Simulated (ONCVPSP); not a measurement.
# Pseudopotential generation for W: ONCV, PBEsol

Task: generate the file, and judge it by its errors in other configurations, its logarithmic derivatives, its ghosts and its cutoff.

The numbers are computed with ONCVPSP 4.0.1 (PBEsol, scalar-relativistic, spin-unpolarised reference atom).

## 1. The atom and the settings

Typed settings, in words:

* element: tungsten (W, Z = 74)
* type: optimised norm-conserving Vanderbilt (ONCV)
* frozen core: [Kr] 4d10
* valence charge: 28
* reference configuration: 4f14 5s2 5p6 5d4 6s1 (charge +1)
* partial waves: 5s+6s: rc 2.05 bohr, ncon 3, nbas 7, qcut 7.8 1/bohr, 2 projectors; 5p: rc 1.25 bohr, ncon 4, nbas 7, qcut 6.7 1/bohr, 2 projectors, debl 3.1 Ha; 5d: rc 2.75 bohr, ncon 5, nbas 9, qcut 6.7 1/bohr, 2 projectors, debl 0.7 Ha; 4f: rc 1.05 bohr, ncon 4, nbas 8, qcut 15.8 1/bohr, 2 projectors, debl 2.6 Ha
* local potential: polynomial inside 0.75 bohr (lpopt 5, dvloc0 6 Ha)
* core correction: Teter function fitted to the true core (icmod 2), fcfact 0.7

An earlier all-electron run gives the scale for the radii.

All-electron outer shells of the reference configuration (PBEsol, scalar-relativistic, ld1.x):

| shell | level (eV) | outermost node (bohr) | outermost maximum (bohr) |
| --- | --- | --- | --- |
| 4d | -245.77 | 0.22 | 0.45 |
| 5s | -86.62 | 0.53 | 0.96 |
| 5p | -50.75 | 0.57 | 1.09 |
| 4f | -40.74 | – | 0.43 |
| 6s | -12.22 | 1.28 | 2.58 |
| 5d | -11.77 | 0.63 | 1.49 |
| 6p | -6.78 | 1.52 | 3.31 |

## 2. Generation

Contents of W.dat:

```
# ATOM AND REFERENCE CONFIGURATION
# atsym  z   nc   nv     iexc    psfile
  W 74.00    9    5  -116133      upf
#
#   n    l    f
    1    0    2.00
    2    0    2.00
    2    1    6.00
    3    0    2.00
    3    1    6.00
    3    2   10.00
    4    0    2.00
    4    1    6.00
    4    2   10.00
    4    3   14.00
    5    0    2.00
    5    1    6.00
    5    2    4.00
    6    0    1.00
#
# PSEUDOPOTENTIAL AND OPTIMIZATION
# lmax
    3
#
#   l,   rc,      ep,       ncon, nbas, qcut
    0    2.05    0.00    3    7    7.80
    1    1.25    0.00    4    7    6.70
    2    2.75    0.00    5    9    6.70
    3    1.05    0.00    4    8   15.80
#
# LOCAL POTENTIAL
# lloc, lpopt,  rc(5),   dvloc0
    4    5    0.75    6.00
#
# VANDERBILT-KLEINMAN-BYLANDER PROJECTORs
# l, nproj, debl
    0    2    0.50
    1    2    3.10
    2    2    0.70
    3    2    2.60
#
# MODEL CORE CHARGE
# icmod, fcfact, rcfact
    2    0.70    0.80
#
# LOG DERIVATIVE ANALYSIS
# epsh1, epsh2, depsh
   -5.00    5.00    0.04
#
# OUTPUT GRID
# rlmax, drl
    6.00    0.01
#
# TEST CONFIGURATIONS
# ncnf
    4
# nvcnf
#   n    l    f
    5
    4    3   14.00
    5    0    2.00
    5    1    6.00
    5    2    4.00
    6    0    2.00
#
    5
    4    3   14.00
    5    0    2.00
    5    1    6.00
    5    2    4.00
    6    0    0.00
#
    5
    4    3   14.00
    5    0    2.00
    5    1    6.00
    5    2    3.00
    6    0    0.00
#
    6
    4    3   14.00
    5    0    2.00
    5    1    6.00
    5    2    4.00
    6    0    1.00
    6    1    1.00
#
```

Launch:

```sh
$ oncvpsp.x < W.dat > W.out
```

**Question.** What will these runs give? Wanted: cutoffs for 1 and 0.1 mHa per electron, occupied waves; bound ghosts; GHOST(+) flags; largest test error; largest phase difference near zero energy, channels read; rms error of d²Exc/dn², without and with the model core.

**Answer**, as computed:

| quantity | value |
| --- | --- |
| cutoffs for 1 and 0.1 mHa per electron, occupied waves | 113 Ha and 126 Ha |
| bound ghosts | s at -247.01 eV |
| GHOST(+) flags | p at 140 eV, d at 30 eV |
| largest test error (AE − PS) | -7.3 meV, for 4f14 5s2 5p6 5d4 6s0 |
| largest phase difference near zero energy, channels read | 0.000 rad |
| rms error of d²Exc/dn², without and with the model core | 4.89 and 1.76 mHa |

What this shows: A bound ghost (s) makes it unfit for use: electrons can fall into a state that the atom doesn't have. By total energies transferability is good: the largest error is 7.3 meV on 15.7 eV, for 4f14 5s2 5p6 5d4 6s0. Atomic tests can pass in spite of a ghost, since they solve only for the levels asked. By its cutoff, 113 Ha for the looser tolerance, it is very hard. At the looser tolerance the 4f wave is the slowest; 5p needs 73 Ha. Near zero energy the phases of the channels with partial waves agree within 0.001 rad. The program also flags highly localised states, GHOST(+) (p, d).
